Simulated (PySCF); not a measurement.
# [Hf(NH2)3(H2O)]+: other functionals and bases at one geometry

One table from this session's results is given with a row withheld; the runs are named, their logs left out.

Computed with PySCF 2.14.0. Level: several levels, as the steps say, no spin–orbit coupling.

1 further run of the same task is left out (for a known fault of the program).

## Starting geometry

13 atoms, charge 1, spin multiplicity 1.

Bond lengths: Hf1–N2 2.001 Å, Hf1–N5 2.001 Å, Hf1–N8 2.004 Å, Hf1–O11 2.237 Å, N2–H3 1.021 Å, N2–H4 1.022 Å, N5–H6 1.022 Å, N5–H7 1.021 Å, N8–H9 1.022 Å, N8–H10 1.022 Å, O11–H12 0.969 Å, O11–H13 0.969 Å. Angles: N2–Hf1–N5 113.5°, N2–Hf1–N8 115.3°, N2–Hf1–O11 105.9°, N5–Hf1–N8 115.3°, N5–Hf1–O11 105.9°, N8–Hf1–O11 98.8°, Hf1–N2–H3 126.9°, Hf1–N2–H4 125.9°, H3–N2–H4 107.1°, Hf1–N5–H6 125.9°, Hf1–N5–H7 126.9°, H6–N5–H7 107.1°, Hf1–N8–H9 126.2°, Hf1–N8–H10 126.2°, H9–N8–H10 107.0°, Hf1–O11–H12 128.1°, Hf1–O11–H13 124.2°, H12–O11–H13 107.6°.

Coordinates:

```xyz
13
charge 1, multiplicity 1
Hf    0.0882   -0.0882    0.1380
N     1.1304    1.2354    1.2172
H     2.0246    1.6603    0.9679
H     0.8950    1.5600    2.1571
N    -1.2354   -1.1304    1.2172
H    -1.5600   -0.8950    2.1571
H    -1.6603   -2.0246    0.9679
N     1.1601   -1.1601   -1.1724
H     0.9368   -2.0984   -1.5096
H     2.0984   -0.9368   -1.5096
O    -1.1169    1.1169   -1.3107
H    -1.7884    1.7884   -1.1177
H    -1.0440    1.0440   -2.2740
```

Formal oxidation states: Hf +4. An earlier session relaxed this geometry at PBE0, Hf def2-SVP with ECP60, N def2-SVP, H def2-SVP, O def2-SVP (singlet, point group Cs).

At PBE0 on the finer grid: E = -291.769131 Eh, HOMO -11.58 eV, LUMO -4.85 eV, Mulliken charge on Hf1 +1.09 e, largest force component 0.016 eV/Å. 

Levels to run: PBE; TPSSh; PBE0, TZVP. Hardware: 2 threads of Arm Neoverse V1, shared host.

The first run:

run.py (the lines that set the calculation)

```python
mol = gto.M(atom='''
Hf     0.08821    -0.08821     0.13804
N      1.13037     1.23544     1.21723
H      2.02463     1.66027     0.96790
H      0.89501     1.55997     2.15707
N     -1.23544    -1.13037     1.21723
H     -1.55997    -0.89501     2.15707
H     -1.66027    -2.02463     0.96790
N      1.16013    -1.16013    -1.17243
H      0.93685    -2.09844    -1.50959
H      2.09844    -0.93685    -1.50959
O     -1.11694     1.11694    -1.31068
H     -1.78843     1.78843    -1.11765
H     -1.04396     1.04396    -2.27399''',
    basis={'Hf': 'def2-SVP', 'N': 'def2-SVP', 'H': 'def2-SVP', 'O': 'def2-SVP'},
    ecp={'Hf': 'def2-SVP'},
    charge=1, spin=0)
mf = dft.RKS(mol, xc='PBE')
mf.grids.atom_grid = (75, 302)
mf = mf.density_fit()  # fitting sets: Hf def2-universal-JKFIT, N def2-universal-JKFIT, H def2-universal-JKFIT, O def2-universal-JKFIT
mf.conv_tol = 1e-08; mf.max_cycle = 55
mf.kernel(dm0)  # dm0: the density of the relaxed state
```

On the command line:

```console
$ OMP_NUM_THREADS=2 python run.py
```

Among the steps run: PBE; TPSSh; PBE0, TZVP.

One of the session's tables, all rows but one given; the rest of the session is left out.

```
              level  HOMO (eV)  gap (eV)  charge on Hf1 (e)  dipole (D)  largest force component (eV/Å)
PBE0 (relaxed here)     -11.58      6.73               1.09        4.28                            0.02
                PBE          ?         ?                  ?           ?                               ?
              TPSSh     -10.79      5.64               1.08        4.26                            0.26
         PBE0, TZVP     -11.70      6.69               1.44        4.27                            0.30
```

Q: Estimate the row for PBE from the others.

**Answer.** HOMO (eV): -10.21; gap (eV): 4.54; charge on Hf1 (e): 0.89; dipole (D): 4.14; largest force component (eV/Å): 0.48. In the column «HOMO (eV)» it is the highest.

The dipole of a charged species depends on the origin, so these sizes hold for this origin alone.

In one basis the HOMO–LUMO gap runs from 4.54 eV (PBE) to 6.73 eV (PBE0). The largest leftover force, 0.48 eV/Å with PBE, stands at a geometry relaxed at another level. Total energies of different levels can't be compared.
